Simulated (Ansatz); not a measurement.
# CHClInNO (SMILES O=C=[N][InH][Cl]): wB97M-V/def2-SVP (core potential)

What is the energy change on altering one bond length of CHClInNO at wB97M-V/def2-SVP (core potential)? 

Program for the calculation: Ansatz 0.2.0.

147 further runs of the same task are left out: 6 that didn't finish, 141 set aside as unsound or not needed. Runs told in other sessions of the task aren't counted.

### Step 1. The structure to begin with

CHClInNO: 6 atoms, total charge 0, spin state singlet. SMILES: `O=C=[N][InH][Cl]`. Geometry: relaxed at PBE0-D4/def2-TZVP. This is one conformer, not always the lowest.

Bond lengths: O1–C2 1.166 Å, C2–N3 1.205 Å, N3–In4 2.019 Å, In4–Cl5 2.315 Å, In4–H6 1.687 Å. Angles: O1–C2–N3 176.3°, C2–N3–In4 136.4°, N3–In4–Cl5 111.3°, N3–In4–H6 123.4°, Cl5–In4–H6 125.3°.

### Step 2. A single-point energy at wB97M-V/def2-SVP (core potential)

in.yaml

```yaml
basis:
  gaussian: {orbitals: def2-SVP}
crystal:
  periodic: [false, false, false]
  atoms:
    - {symbol: O, position_ang: [1.628000, -2.320400, 0.058100]}
    - {symbol: C, position_ang: [0.896600, -1.470900, 0.379300]}
    - {symbol: "N", position_ang: [0.136700, -0.626900, 0.782100]}
    - {symbol: In, position_ang: [-0.744200, 1.027900, 0.031300]}
    - {symbol: Cl, position_ang: [-0.127000, 1.382000, -2.172000]}
    - {symbol: H, position_ang: [-1.790100, 2.008300, 0.921200]}
accuracy: high
output: {orbitals: {seedname: orbitals}}
hamiltonian: {xc: {name: wB97M-V}}
magnetization: {spin_polarized: false}
```

Command:

```console
$ ansatz run in.yaml --threads 1 --pin off --max-ram 3480MiB --events-out events.jsonl --progress --plain --runs-dir runs
```

Output:

```text
Warning: RAYON_NUM_THREADS=1 ignored (pool sized by the plan → 1); use --threads N
Functional definition: wB97M-V
  name "wB97M-V"
  parameter omega = 0.3/bohr
  parameter cx = 0.15
  parameter cx01 = 1.007
  parameter cx10 = 0.259
  parameter css00 = 0.443
  parameter css04 = -1.437
  parameter css10 = -4.535
  parameter css20 = -3.390
  parameter css43 = 4.278
  parameter cos00 = 1.000
  parameter cos10 = 1.358
  parameter cos20 = 2.924
  parameter cos21 = -8.812
  parameter cos60 = -1.390
  parameter cos61 = 9.142
  parameter b = 6.0
  parameter c = 0.01
  gx(w, u) = 1 - cx + cx01*u + cx10*w
  gss(w, u) = css00 + css04*u^4 + css10*w + css20*w^2 + css43*w^4*u^3
  gos(w, u) = cos00 + cos10*w + (cos20 + cos21*u)*w^2 + (cos60 + cos61*u)*w^6
  exchange = spin_sum(e_x_unif_sr(omega)*gx(b97_w, b97_u_x)) + cx*exact_x_sr(omega) + exact_x_lr(omega)
  correlation = spin_sum(e_c_pw_mod_same_spin*gss(b97_w, b97_u_same))
      + integral(e_c_pw_mod_opposite_spin*gos(b97_w_opposite, b97_u_opposite)) + vv10(b, c)
2019 factors; integrals over basis functions are off by at most 7.1e-9 eV
382 factors; integrals over basis functions are off by at most 1.8e-9 eV
mean field evaluation 1: about -22272.8122 eV, gradient 4.8e1 eV
mean field evaluation 2: about -22273.2686 eV, gradient 4.9e1 eV
mean field evaluation 4: about -22277.5324 eV, gradient 1.4e0 eV
mean field evaluation 8: about -22277.6459 eV, gradient 1.0e-1 eV
mean field evaluation 16: about -22277.6459 eV, gradient 3.1e-5 eV
mean field -22277.64593494 eV, -818.6883877785 hartree, gradient 2.8e-8 eV, S^2 0.000000; 0 other end points of the search recorded, 0 dependent functions left out
reference -22277.64594014 eV, -818.6883879694 hartree; 30, 30 occupied and 61, 61 virtual orbitals, 2019 factors
Total energy: -22277.64594014 eV, -818.6883879694 hartree
```

Wall time 1.8 min (1 thread of Arm Neoverse V1, shared host); peak memory 0.65 GiB.

### Step 3. The distorted shape

run.yaml

```yaml
crystal:
  periodic: [false, false, false]
  atoms:
    - {symbol: O, position_ang: [1.941769, -2.614519, -0.208869]}
    - {symbol: C, position_ang: [1.210369, -1.765019, 0.112331]}
    - {symbol: "N", position_ang: [0.450469, -0.921019, 0.515131]}
    - {symbol: In, position_ang: [-0.430431, 0.733781, -0.235669]}
    - {symbol: Cl, position_ang: [0.186769, 1.087881, -2.438969]}
    - {symbol: H, position_ang: [-1.790100, 2.008300, 0.921200]}
basis:
  gaussian:
    orbitals: def2-SVP
output:
  orbitals: {seedname: orbitals}
hamiltonian:
  xc: {name: wB97M-V}
accuracy: high
```

Command:

```console
$ ansatz run run.yaml --threads 1 --pin off --max-ram 3480MiB --events-out events.jsonl --progress --plain --runs-dir runs
```

Output (excerpt; [...] marks lines left out):

```text
Warning: RAYON_NUM_THREADS=1 ignored (pool sized by the plan → 1); use --threads N
[... 2 set-up lines as earlier in the session ...]
[...]
  gx(w, u) = 1 - cx + cx01*u + cx10*w
  gss(w, u) = css00 + css04*u^4 + css10*w + css20*w^2 + css43*w^4*u^3
  gos(w, u) = cos00 + cos10*w + (cos20 + cos21*u)*w^2 + (cos60 + cos61*u)*w^6
[...]
      + integral(e_c_pw_mod_opposite_spin*gos(b97_w_opposite, b97_u_opposite)) + vv10(b, c)
2011 factors; integrals over basis functions are off by at most 7.7e-9 eV
390 factors; integrals over basis functions are off by at most 2.1e-9 eV
[...]
mean field -22276.66071720 eV, -818.6521816942 hartree, gradient 3.4e-8 eV, S^2 0.000000; 0 other end points of the search recorded, 0 dependent functions left out
reference -22276.66072242 eV, -818.6521818861 hartree; 30, 30 occupied and 61, 61 virtual orbitals, 2011 factors
Total energy: -22276.66072242 eV, -818.6521818861 hartree
```

Wall time 1.8 min (1 thread of Arm Neoverse V1, shared host); peak memory 0.64 GiB.

### Step 4. What came out

At wB97M-V/def2-SVP (core potential):

| quantity | value |
| --- | --- |
| first shape: total energy | -818.68839 Eh |
| first shape: HOMO energy | -10.59 eV |
| first shape: LUMO energy | -0.31 eV |
| first shape: HOMO–LUMO gap | 10.28 eV |
| distorted shape: total energy | -818.65218 Eh |
| distorted shape: HOMO energy | -10.73 eV |
| distorted shape: LUMO energy | -0.80 eV |
| distorted shape: HOMO–LUMO gap | 9.93 eV |
| energy change with the In4–H6 bond stretched from 1.687 to 2.194 Å | 0.985 eV |

In words: With the In4–H6 bond stretched from 1.687 to 2.194 Å the energy rises by 0.99 eV (22.7 kcal/mol). The first shape isn't relaxed at this level, so the change isn't measured from a minimum.
